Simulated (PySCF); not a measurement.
# BrLi (Lithium Bromide): the cost of one run

The runs use PySCF 2.14.0, with density-fitted response routines of our own; the level of theory stands in each step. All values are computed, except where a source is named. Atoms count from 0, in the outputs and in this text.

## Step 1: Starting geometry

2 atoms, charge 0, multiplicity 1; geometry from: GFN2-xTB.

Bonds of the start (Å): Li0–Br1 2.20.

## Step 2: Optimising the geometry at PBE0-D3(BJ)/def2-SVP

The job: settings as JSON, then the geometry in Å.

```
{"job": {"xc": "PBE0", "basis": "def2-SVP", "d3": "d3bj", "grid": 1, "kind": "geom"}, "charge": 0, "multiplicity": 1}
Li     1.100304    -0.002751    -0.003010
Br    -1.097547     0.004019    -0.011138
```

The run is started by

```
OMP_NUM_THREADS=1 python probes_run.py task.json out
```

The driver reads the jobs from task.json and runs them one after another.

**Question.** How long does this first job take on 1 thread of Intel Xeon Platinum 8488C, shared host, and how much memory does it need?

About 2.1 s, with a peak of 0.27 GiB.
